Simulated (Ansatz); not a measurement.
# MoSe (Pm-3m) in Ansatz: convergence with k mesh

Aim: find how far k mesh must go before the results for MoSe settle, at r2SCAN. This setting moves, with any that are tied to it; all else stays.

All numbers are computed with Ansatz 0.2.0; they aren't measurements. Logs are shortened: lines on timing, memory, paths and dates and some standing lists are left out, and cuts for length are marked.

## (1) Starting point

The structure is cubic, space group Pm-3m (No. 221). Conventional cell: a = 3.500 Å, b = 3.500 Å, c = 3.500 Å, α = 90.00°, β = 90.00°, γ = 90.00°. Mo (site symmetry m-3m) has 8 Se at 3.03 Å as nearest neighbours. Se (site symmetry m-3m) has 8 Mo at 3.03 Å as nearest neighbours.

The cell was built by a generator and needn't be a form met in nature.

## (2) With k mesh 2 × 2 × 2

Contents of input.yaml:

```yaml
crystal:
  lattice:
    - [3.50022959, 0.0, 0.0]
    - [0.0, 3.50022959, 0.0]
    - [0.0, 0.0, 3.50022959]
  atoms:
    - { symbol: Mo, position: [0.0, 0.0, 0.0] }
    - { symbol: Se, position: [0.5, 0.5, 0.5] }
hamiltonian:
  xc: r2scan
  pseudopotentials: { kind: paw, source: jth }
kpoints:
  mp_grid: { grid: [2, 2, 2] }
scf:
  occupations: { method: gaussian, width: 0.05 }
output:
  forces: true
  stress: true
  eigenvalues: true
```

Potentials or basis: JTH PAW.

Run with:

```sh
> ansatz run input.yaml --threads 2 --pin off --max-ram 5632MiB --backend cpu --events-out ev --progress --plain --runs-dir out
```

Standard output:

```text
Warning: the checks of this Mo dataset prove no rule for summing its radial tables, as where they were carried onto another mesh than they were made on, and Gregory's rule is taken, under which a leading mesh point left out moves its sums only by what lay on the interval it spanned. That does not make them correct, and they differ from Quantum ESPRESSO's on this file; a re-export a fraction of a mesh step off can move them. hamiltonian.pseudopotentials.radial_quadrature: simpson_from_first_knot sums it by `pw.x`'s rule; on a PAW file no value gives `pw.x`'s numbers. What more to know: hamiltonian.pseudopotentials.radial_quadrature, in the input reference
Warning: the checks of this Se dataset prove no rule for summing its radial tables, as where they were carried onto another mesh than they were made on, and Gregory's rule is taken, under which a leading mesh point left out moves its sums only by what lay on the interval it spanned. That does not make them correct, and they differ from Quantum ESPRESSO's on this file; a re-export a fraction of a mesh step off can move them. hamiltonian.pseudopotentials.radial_quadrature: simpson_from_first_knot sums it by `pw.x`'s rule; on a PAW file no value gives `pw.x`'s numbers. What more to know: hamiltonian.pseudopotentials.radial_quadrature, in the input reference
Warning: RAYON_NUM_THREADS=2 ignored (pool sized by the plan → 2); use --threads N
Engine: ansatz 0.2.0, aarch64-unknown-linux-gnu
Pseudopotentials: kind: paw
Pseudopotential: Mo, paw, valence charge 14, recommended cutoff 1800 eV (normal), Mo.paw.azcp
Pseudopotential: Se, paw, valence charge 6, recommended cutoff 270 eV (normal), Se.paw.azcp
Functional definition: r2SCAN
  parameter k0 = 0.174
  parameter k1 = 0.065
  parameter a1 = 4.9479
  exchange = r2scan_x(k0 = k0, k1 = k1, a1 = a1)
  correlation = r2scan_c
Crystal: 2 atoms, lattice volume = 42.883 Å³
Basis set: ecut = 1800 eV, 7441 PW (Γ), exchange–correlation on 240×240×240 points (64 copies of the dense FFT grid, shifted against one another)
Bands: 14, of which v1, the nominal top of the filled ones, is band 10 counted from 1 (9 counted from 0)
Symmetry: 48 space group operations
Space group: Pm-3m (ITA 221), of the structure as read, at distance tolerance 3.5e-5 Å
k-points: 4 of 8
Non-local potential: Mo, projectors of the file, l = 0: 2, l = 1: 2, l = 2: 2
Non-local potential: Se, projectors of the file, l = 0: 2, l = 1: 2
PAW form: soft (Blöchl's): semilocal exchange-correlation on the pseudo side does not see the compensation charge
PAW frozen core: Mo, regenerated for the run's functional (the file was generated under x = pbe(κ = 0.804, μ = 0.2195149727645171), c = pbe(β = 0.06672455060314922))
PAW frozen core: Se, regenerated for the run's functional (the file was generated under x = pbe(κ = 0.804, μ = 0.2195149727645171), c = pbe(β = 0.06672455060314922))
PAW one-centre angular grid: Mo, 590 points (default); XC on 160 Gauss nodes
PAW one-centre angular grid: Se, 302 points (default); XC on 160 Gauss nodes
Initial density: superposition of atomic densities (chi_scale 0.1, normalization cell, long waves kept (reshape's long-wave potential 0.00 eV rms))
Initial wavefunctions: pseudopotential atomic-orbital guess
Functional: x = r2scan, c = r2scan; τ floored in thin density (d = 2e-4 eV/Å³)
SCF iter   1: F=—  HF=-7546.348228 eV  |F-HF|=—  |Δ(HF+E_count)|=         —  Δρ=6.11e-2  dr2=3.13e0  dr2_τ=7.57e-2  ethr=3.10e-3  ⟨swp⟩=8.2  Hψ=391  notcnv=0
preconditioner: auto → none  [insulator: Δε(μ)=0.787 eV  Ē_g=7.032 eV  σ=0.050 eV  W_gap=0.67  n_scr=6 (ndim 8)  ℏωp=19.6 eV  f_vac=0.000  D(μ)=7.71/eV (n_scr^D=146)  ε∞_Penn≈8.8]
SCF iter   2: F=—  HF=-7547.076582 eV  |F-HF|=—  |Δ(HF+E_count)|=   7.28e-1  Δρ=1.06e-1  dr2=9.71e0  dr2_τ=3.19e-1  ethr=3.10e-3  ⟨swp⟩=3.8  Hψ=157  notcnv=0  defer=2  recentre
SCF iter   3: F=—  HF=-7545.833766 eV  |F-HF|=—  |Δ(HF+E_count)|=    1.24e0  Δρ=2.65e-2  dr2=6.06e-1  dr2_τ=1.07e-2  ethr=3.10e-3  ⟨swp⟩=2.8  Hψ=140  notcnv=0  defer=2
SCF iter   4: F=—  HF=-7545.752841 eV  |F-HF|=—  |Δ(HF+E_count)|=   8.09e-2  Δρ=1.84e-2  dr2=2.87e-1  dr2_τ=8.30e-3  ethr=3.03e-3  ⟨swp⟩=2.0  Hψ=106  notcnv=0  defer=2
SCF iter   5: F=—  HF=-7545.730659 eV  |F-HF|=—  |Δ(HF+E_count)|=   2.22e-2  Δρ=3.65e-3  dr2=1.08e-2  dr2_τ=1.48e-3  ethr=1.44e-3  ⟨swp⟩=1.8  Hψ=64  notcnv=0  defer=2
SCF iter   6: F=—  HF=-7545.733339 eV  |F-HF|=—  |Δ(HF+E_count)|=   2.68e-3  Δρ=5.10e-3  dr2=2.45e-2  dr2_τ=2.96e-4  ethr=5.42e-5  ⟨swp⟩=1.0  Hψ=54  notcnv=0  defer=2
SCF iter   7: F=—  HF=-7545.732072 eV  |F-HF|=—  |Δ(HF+E_count)|=   1.27e-3  Δρ=3.77e-3  dr2=1.33e-2  dr2_τ=8.03e-5  ethr=5.42e-5  ⟨swp⟩=1.0  Hψ=54  notcnv=0  defer=2
SCF iter   8: F=—  HF=-7545.731091 eV  |F-HF|=—  |Δ(HF+E_count)|=   9.81e-4  Δρ=4.39e-4  dr2=1.65e-4  dr2_τ=2.84e-5  ethr=5.42e-5  ⟨swp⟩=1.0  Hψ=54  notcnv=0  defer=2
SCF iter   9: F=—  HF=-7545.731104 eV  |F-HF|=—  |Δ(HF+E_count)|=   1.29e-5  Δρ=7.50e-5  dr2=3.41e-6  dr2_τ=7.11e-8  ethr=8.26e-7  ⟨swp⟩=1.0  Hψ=54  notcnv=0  defer=2
SCF iter  10: F=—  HF=-7545.731031 eV  |F-HF|=—  |Δ(HF+E_count)|=   7.35e-5  Δρ=5.55e-5  dr2=2.80e-6  dr2_τ=8.17e-8  ethr=1.71e-8  ⟨swp⟩=2.2  Hψ=82  notcnv=0  defer=2
SCF iter  11: F=-7545.731031 eV  HF=-7545.731031 eV  |F-HF|=4.17e-8  |Δ(HF+E_count)|=   1.32e-7  Δρ=8.51e-6  dr2=6.22e-8  dr2_τ=7.94e-9  ethr=5.00e-10  ⟨swp⟩=5.8  Hψ=246  notcnv=0
SCF 1 converged in 11 iterations: F = -7545.731031 eV  dr2 = 6.22e-8
SCF converged after 11 iterations
Free energy (F): -7545.731031 eV
Harris-Foulkes:  -7545.731031 eV  (|F-HF|=4.17e-8)
Internal energy: -7545.718881 eV  (E = F + TS)
E sigma→0 (E₀):  -7545.724956 eV
Entropy (-TS):   -0.012150 eV (-6.075 meV/atom)
Fermi energy:    10.939709 eV
--- Per-component energies (eV) ---
  E_band       = -177.702106
  E_kinetic    = 351.999533
  E_local      = -1348.127009  (includes V_loc(G=0)·N_el)
  E_nonlocal   = 450.005726
  E_hartree    = 444.340459
  E_xc         = -255.205146
  E_vxc        = -249.746409  (∫ρ·V_xc dr)
  E_paw        = -5557.223914  (= ΣΔE_a)
  E_vpaw       = -285.634880  (= ΣTr[D̂ρ^β])
  E_aug_tail   = 0.000020  (compensation charges beyond the density's cutoff)
  E_vtau       = 15.111710  (kinetic-family band-sum trace: ∫τ·v_τ [+ j·A + Jᵃ·Aᵃ] dr)
  E_ewald      = -1631.122402
  E_core_change = -0.386148  (= ΣΔE_core)
  E_smearing   = -0.012150  (= −TS)
  E_closure    = -0.000000  (closes the sum)
  Σ components = -7545.731031   (vs F -7545.731031, Δ=0.00e0)
--- Forces (eV/Å), atoms counted from 1 ---
  atom   1  Mo     0.00000000     0.00000000     0.00000000
  atom   2  Se    -0.00000000     0.00000000    -0.00000000
  max |Σ_I F_I| component: 3.72e-24 eV/Å
--- Stress (GPa, compression-positive) ---
      -25.665992       0.000000       0.000000
        0.000000     -25.665992       0.000000
        0.000000       0.000000     -25.665992
  P = ⅓ Tr σ = -25.6660 GPa (-256.660 kbar)
--- Band table (eV) ---
  k-point 0: bands = ["-52.3774", "-25.6313", "-25.6313", "-25.6313", "-3.4035", "8.9459", "8.9459", "9.7468", "9.7468", "9.7468", "11.4007", "11.4007", "11.4007", "12.5093"]
  k-point 1: bands = ["-52.3726", "-25.7149", "-25.6240", "-25.6240", "-2.4376", "4.6340", "8.4865", "8.4865", "9.4372", "11.5768", "12.1931", "13.8002", "13.8002", "15.8396"]
  k-point 2: bands = ["-52.3679", "-25.7044", "-25.7044", "-25.6173", "-1.9992", "6.5580", "6.5580", "9.0593", "10.5273", "10.5273", "10.8867", "10.9176", "12.3472", "14.6560"]
  k-point 3: bands = ["-52.3632", "-25.6952", "-25.6952", "-25.6952", "-1.1782", "5.8451", "5.8451", "5.8451", "12.4016", "12.4016", "13.9851", "13.9851", "13.9851", "14.2078"]
```

It took 5.4 s on 2 threads of Arm Neoverse V1, shared host; peak memory 1.3 GiB.

Results:

* Free energy: -7545.7310 eV
* Pressure: -25.7 GPa
* Band gap on the k mesh: none (metal or under the smearing width)

## (3) With k mesh 3 × 3 × 3

Edit input.yaml of step 2 so:

```diff
@@ -12,3 +12,3 @@
 kpoints:
-  mp_grid: { grid: [2, 2, 2] }
+  mp_grid: { grid: [3, 3, 3] }
 scf:
```

Potentials or basis: JTH PAW.

Run with:

```sh
> ansatz run input.yaml --threads 2 --pin off --max-ram 5632MiB --backend cpu --events-out ev --progress --plain --runs-dir out
```

It took 4.8 s on 2 threads of Arm Neoverse V1, shared host; peak memory 1.3 GiB.

Results:

```yaml
Free_energy: -7545.7386 eV
Pressure: -28.5 GPa
Band_gap_on_the_k_mesh: none (metal or under the smearing width)
```

## (4) With k mesh 4 × 4 × 4

Edit input.yaml of step 3 so:

```diff
@@ -12,3 +12,3 @@
 kpoints:
-  mp_grid: { grid: [3, 3, 3] }
+  mp_grid: { grid: [4, 4, 4] }
 scf:
```

Run with:

```sh
> ansatz run input.yaml --threads 2 --pin off --max-ram 5632MiB --backend cpu --events-out ev --progress --plain --runs-dir out
```

It took 5.9 s on 2 threads of Arm Neoverse V1, shared host; peak memory 1.3 GiB.

What came out:

| Quantity | Value |
| --- | --- |
| Free energy | -7546.0568 eV |
| Pressure | -28.3 GPa |
| Band gap on the k mesh | none (metal or under the smearing width) |

## (5) With k mesh 6 × 6 × 6

Edit input.yaml of step 4 so:

```diff
@@ -12,3 +12,3 @@
 kpoints:
-  mp_grid: { grid: [4, 4, 4] }
+  mp_grid: { grid: [6, 6, 6] }
 scf:
```

Run with:

```sh
> ansatz run input.yaml --threads 2 --pin off --max-ram 5632MiB --backend cpu --events-out ev --progress --plain --runs-dir out
```

It took 8.3 s on 2 threads of Arm Neoverse V1, shared host; peak memory 1.4 GiB.

What came out:

```
Free energy            : -7546.0244 eV
Pressure               : -28.4 GPa
Band gap on the k mesh : none (metal or under the smearing width)
```

## (6) With k mesh 7 × 7 × 7

Edit input.yaml of step 5 so:

```diff
@@ -12,3 +12,3 @@
 kpoints:
-  mp_grid: { grid: [6, 6, 6] }
+  mp_grid: { grid: [7, 7, 7] }
 scf:
```

Potentials or basis: JTH PAW.

Run with:

```sh
> ansatz run input.yaml --threads 2 --pin off --max-ram 5632MiB --backend cpu --events-out ev --progress --plain --runs-dir out
```

It took 8.6 s on 2 threads of Arm Neoverse V1, shared host; peak memory 1.4 GiB.

The run converged. Its results:

| Property | Result |
| --- | --- |
| Free energy | -7546.0459 eV |
| Pressure | -28.1 GPa |
| Band gap on the k mesh | none (metal or under the smearing width) |

## (7) With k mesh 9 × 9 × 9

Edit input.yaml of step 6 so:

```diff
@@ -12,3 +12,3 @@
 kpoints:
-  mp_grid: { grid: [7, 7, 7] }
+  mp_grid: { grid: [9, 9, 9] }
 scf:
```

Run with:

```sh
> ansatz run input.yaml --threads 2 --pin off --max-ram 5632MiB --backend cpu --events-out ev --progress --plain --runs-dir out
```

Run time: 12 s. Hardware: 2 threads of Arm Neoverse V1, shared host; peak memory 1.4 GiB.

Results (log left out):

| Item | Value |
| --- | --- |
| Free energy | -7546.0384 eV |
| Pressure | -28.3 GPa |
| Band gap on the k mesh | none (metal or under the smearing width) |

## (8) With k mesh 10 × 10 × 10

Edit input.yaml of step 7 so:

```diff
@@ -12,3 +12,3 @@
 kpoints:
-  mp_grid: { grid: [9, 9, 9] }
+  mp_grid: { grid: [10, 10, 10] }
 scf:
```

Run with:

```sh
> ansatz run input.yaml --threads 2 --pin off --max-ram 5632MiB --backend cpu --events-out ev --progress --plain --runs-dir out
```

Wall time 17 s (2 threads of Arm Neoverse V1, shared host); peak memory 1.5 GiB.

Results (log left out):

```
Free energy            : -7546.0391 eV
Pressure               : -28.1 GPa
Band gap on the k mesh : none (metal or under the smearing width)
```

## (9) With k mesh 12 × 12 × 12

Edit input.yaml of step 8 so:

```diff
@@ -12,3 +12,3 @@
 kpoints:
-  mp_grid: { grid: [10, 10, 10] }
+  mp_grid: { grid: [12, 12, 12] }
 scf:
```

Potentials or basis: JTH PAW.

Run with:

```sh
> ansatz run input.yaml --threads 2 --pin off --max-ram 5632MiB --backend cpu --events-out ev --progress --plain --runs-dir out
```

Wall time 22 s (2 threads of Arm Neoverse V1, shared host); peak memory 1.6 GiB.

The run converged. Its results:

* Free energy: -7546.0423 eV
* Pressure: -28.2 GPa
* Band gap on the k mesh: none (metal or under the smearing width)

## (10) Summary

```
      k mesh  energy less the tightest run, at zero smearing (meV/atom)  pressure (GPa)  SCF cycles  CPU time (s)  peak memory (GiB)
   2 × 2 × 2                                                     157.71          -25.67          11            10                1.3
   3 × 3 × 3                                                     153.07          -28.53           9           9.4                1.3
   4 × 4 × 4                                                      -6.42          -28.33           8            12                1.3
   6 × 6 × 6                                                       9.05          -28.41           8            16                1.4
   7 × 7 × 7                                                      -0.98          -28.10           9            17                1.4
   9 × 9 × 9                                                       1.80          -28.27           8            23                1.4
10 × 10 × 10                                                       2.06          -28.08           9            33                1.5
12 × 12 × 12                                                       0.00          -28.20           8            44                1.6
```

Not settled before the last step: the energy (to 1 meV/atom), the pressure (to 0.1 GPa). Meshes of other sizes hit other points, so gaps and Fermi surfaces needn't settle smoothly. The tightest run that finished is the yardstick and may itself not be fully converged.

Caveats: a pressure of tens of GPa on the cell as given is suspect, and the run, the potentials or the cell itself is likely at fault.
